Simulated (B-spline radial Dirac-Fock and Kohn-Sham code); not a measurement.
# Br²⁺: core levels and X-ray properties

Wanted for bromine as Br²⁺: its X-ray form factor and Compton profile, the binding energy of each subshell, how cheaper methods do for the levels, the widths and yields of its core holes and its two-hole states.

The numbers are computed with B-spline radial Dirac-Fock and Kohn-Sham code (version 2): a free atom or ion on a radial basis; each step names its model.

## (1) The atom as given

Br²⁺, [Ar] 3d10 4s2 4p3.

```yaml
nuclear_charge: 35
electrons: 33
mass_number: 79
nuclear_rms_radius: 4.1629 fm
```

Outer shells as boxes (Hund's rule, for the drawing alone; heavy ions are jj-coupled, and the calculation averages over the configuration):

```
[Ar] core
3d [↑↓][↑↓][↑↓][↑↓][↑↓]
4s [↑↓]
4p [↑ ][↑ ][↑ ]
```

## (2) Scattering by the electron cloud

Model: Dirac-Fock average of configuration, finite nucleus; form factor of the spherical density, Waller-Hartree incoherent function, impulse-approximation Compton profiles.

Settings, as recorded:

```ini
task = scatter
Z = 35
charge = 2
configuration = 1s2 2s2 2p6 3s2 3p6 3d10 4s2 4p3
mass_number = 79
rms_radius = 4.1629  # fm
s = [0.0, 0.05, 0.1, 0.15, 0.2, 0.25, 0.3, 0.35, 0.4, 0.45, 0.5, 0.6, 0.7, 0.8, 0.9, 1.0, 1.1, 1.2, 1.4, 1.6, 1.8, 2.0, 2.5, 3.0, 3.5, 4.0, 5.0, 6.0]  # 1/A
pz = [0, 0.1, 0.2, 0.3, 0.4, 0.5, 0.6, 0.8, 1.0, 1.2, 1.4, 1.6, 1.8, 2.0, 2.5, 3.0, 4.0, 5.0, 7.0, 10.0, 15.0, 20.0, 30.0, 40.0, 60.0, 100.0]  # a.u.
photon_energy = [2000, 5000, 10000, 17479.3, 20000, 30000, 50000, 500000]  # eV
```

## (3) Hole states by ΔSCF

Model: Dirac-Fock average of configuration, Delta-SCF, finite nucleus, first-order Breit with its frequency dependence, self-energy and vacuum polarisation.

The run's settings:

```ini
task = binding
```

## (4) The levels by Dirac LDA

Model: Dirac-Kohn-Sham LDA (Slater exchange, VWN correlation), finite nucleus, spherical and without spin polarisation.

The run's settings:

```ini
task = binding-ladder
method = lda,vwn
relativity = dirac
```

## (5) Widths and yields

Model: independent-particle rates: relativistic LDA orbitals of the hole state, multipoles to L = 3 (length form), Coulomb Auger matrix elements with a Latter-tail continuum; energies from Dirac-Fock.

Recorded inputs:

```ini
task = decay
holes = ["K", "L1", "L2", "L3", "M1", "M2", "M3", "M4", "M5", "N1"]
```

## (6) Two holes

Model: Dirac-Fock average of configuration, Delta-SCF, finite nucleus, first-order Breit with its frequency dependence, self-energy and vacuum polarisation; two-hole levels by intermediate coupling within the shell, Auger rates as independent-particle Coulomb matrix elements.

Recorded inputs:

```ini
task = double
```

## (7) The levels by non-relativistic HF

Model: non-relativistic Hartree-Fock, average of configuration, point nucleus.

The run's settings:

```ini
task = binding-ladder
method = hf
relativity = nr
```

## (8) The levels by Dirac PBE

Model: Dirac-Kohn-Sham PBE, finite nucleus, spherical and without spin polarisation.

Recorded inputs:

```ini
task = binding-ladder
method = pbe,pbe
relativity = dirac
```

(Steps that only read results are left out.)

Q: Predict the outcome of this session. Wanted: rms radius of the electron cloud; form factor halves at; Compton profile at zero; deepest level listed, K; least bound, N2,3; Kα1; Dirac LDA, K: eigenvalue / ΔSCF; K hole: width, yield; largest U, K K.

**Answer**, as computed:

| quantity | value |
| --- | --- |
| rms radius of the electron cloud | 0.875 bohr |
| form factor halves at | 0.58 1/Å |
| Compton profile at zero | 5.669 1/a.u. |
| deepest level listed, K (1s) | 13508.8 eV |
| least bound, N2,3 (4p) | 33.10 eV |
| Kα1 | 11923.3 eV |
| ionisation energy, NIST (measured) | 34.8710 eV |
| Dirac LDA, K: eigenvalue / ΔSCF | 13315.7 / 13535.4 eV |
| K hole: width, yield | 2.43 eV, 0.623 |
| its lifetime | 0.270 fs |
| largest U, K K | 516.4 eV |
| strongest line of L3-M45 | M4M5, J = 4, 1347.1 eV |
| non-relativistic HF, 1s: eigenvalue / ΔSCF | 13359.7 / 13309.7 eV |
| Dirac PBE, K: eigenvalue / ΔSCF | 13337.8 / 13558.3 eV |

What this shows: Further runs did not end well and aren't shown (photo). The form factor starts at the 33 electrons and halves by s = 0.58 1/Å. Incoherent scattering outweighs coherent from 500 keV on, among the energies asked. For K (1s), relaxation takes off 51.3 eV, Breit terms shift it by -20.14 and QED by -9.83 eV. NIST's ionisation energy differs by +1.77 eV from the least binding energy; the calculation averages open shells over their j components and terms. Dirac LDA misses the K level by -1.4 % with its eigenvalue and by +0.2 % with ΔSCF, so total-energy differences mend most of the error. The K hole lives 0.27 fs and decays mostly by X-ray emission (yield 0.62). Coster-Kronig decay rules L1, M1 and M3, where this model's widths can be far from the measured ones. U runs from 29.09 eV (M4 M4) to 516.4 eV (K K). In the L3-M45 Auger group the M4M5 J = 4 line carries 60 % of the rate. Non-relativistic HF misses the 1s level by -1.1 % with its eigenvalue and by -1.5 % with ΔSCF, as relativity is missing. Dirac PBE misses the K level by -1.3 % with its eigenvalue and by +0.4 % with ΔSCF, so total-energy differences mend most of the error. The Hartree-Fock and Dirac-Fock values hold no electron correlation.
